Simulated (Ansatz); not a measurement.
# Mg3Zr: single points about a listed cell

Aim: see how energy, forces, stress and gap of Mg3Zr answer to further strains and shifts, other functionals. Nothing is relaxed unless a step says so.

Method: DFT PBEsol, scalar-relativistic, plane waves, PAW, in Ansatz 0.2.0.

### 1 The starting structure

It takes space group Fm-3m (No. 225, cubic). The conventional cell has a = 7.051 Å, b = 7.051 Å, c = 7.051 Å, α = 90.00°, β = 90.00°, γ = 90.00°. Mg (site symmetry m-3m) has 8 Mg at 3.05 Å as nearest neighbours. Mg (site symmetry -43m) is surrounded by 4 Mg at 3.05 Å and 4 Zr at 3.05 Å. Around Zr (site symmetry m-3m) lie 8 Mg at 3.05 Å.

As a file:

```cif
data_structure
_symmetry_space_group_name_H-M 'Fm-3m'
_symmetry_Int_Tables_number 225
_cell_length_a 7.0512
_cell_length_b 7.0512
_cell_length_c 7.0512
_cell_angle_alpha 90.000
_cell_angle_beta 90.000
_cell_angle_gamma 90.000
_cell_volume 350.58
loop_
_atom_site_label
_atom_site_type_symbol
_atom_site_symmetry_multiplicity
_atom_site_Wyckoff_symbol
_atom_site_fract_x
_atom_site_fract_y
_atom_site_fract_z
_atom_site_occupancy
Mg1 Mg 4 a 0.00000 0.00000 0.00000 1
Mg2 Mg 8 c 0.25000 0.75000 0.75000 1
Zr1 Zr 4 b 0.50000 0.00000 0.00000 1
```

The structure comes from the Materials Project (structure only).

### 2 A change within a subgroup

The change: strain xx, yy, zz, yz, xz, xy = +0.6, +0.6, +0.6, -6.0, +6.0, -6.0 %; atoms moved by 0.10 Å root mean square, at most 0.14 Å.

The input, input.yaml:

```yaml
crystal:
  lattice:
    - [0.0, 3.334669843, 3.334669843]
    - [3.757739443, -0.4230696, 3.757739443]
    - [3.334669843, 3.334669843, 0.0]
  atoms:
    - { symbol: Mg, position: [0.0, 0.0, 0.0] }
    - { symbol: Mg, position: [0.2384203935, 0.2847388195, 0.2384203935] }
    - { symbol: Mg, position: [0.7615796065, 0.7152611805, 0.7615796065] }
    - { symbol: Zr, position: [0.5, 0.5, 0.5] }
basis:
  ecutwfc: 420
kpoints:
  mp_grid: { grid: [9, 10, 9] }
hamiltonian:
  xc: pbesol
scf:
  occupations: { method: gaussian, width: 0.1 }
output:
  forces: true
  stress: true
  eigenvalues: true
  populations: true
```

Started as:

```
$ ansatz run input.yaml --threads 1 --pin off --max-ram 1331MiB --backend cpu --events-out ev --progress --plain --runs-dir out
```

### 3 Functional and cell changed: r2SCAN

The input, input.yaml:

```yaml
crystal:
  lattice:
    - [0.0, 3.6844778906, 3.6844778906]
    - [3.6844778906, 0.0, 3.6844778906]
    - [3.6844778906, 3.6844778906, 0.0]
  atoms:
    - { symbol: Mg, position: [0.0, 0.0, 0.0] }
    - { symbol: Mg, position: [0.25, 0.25, 0.25] }
    - { symbol: Mg, position: [0.75, 0.75, 0.75] }
    - { symbol: Zr, position: [0.5, 0.5, 0.5] }
basis:
  ecutwfc: 500
kpoints:
  mp_grid: { grid: [10, 10, 10] }
hamiltonian:
  xc: r2scan
scf:
  occupations: { method: gaussian, width: 0.1 }
output:
  forces: true
  stress: true
  eigenvalues: true
  populations: true
```

**Question.** What will these runs give? Wanted: for each run, case; energy; pressure; largest force.

**Answer**, as computed:

| step | case | energy (meV/atom) | pressure (GPa) | largest force (eV/Å) | gap on the mesh (eV) |
| --- | --- | --- | --- | --- | --- |
| 2 | a change within a subgroup | +0.0 | 0.5 | 0.64 | 0.00 |
| 3 | functional and cell changed: r2SCAN | n/a | -5.9 | 0.00 | 0.00 |

Energies are counted from step 2, with the smearing taken to zero. Other atoms or functionals have another zero of energy (n/a). A gap of 0.00 means none on the mesh at this level.

In words: 
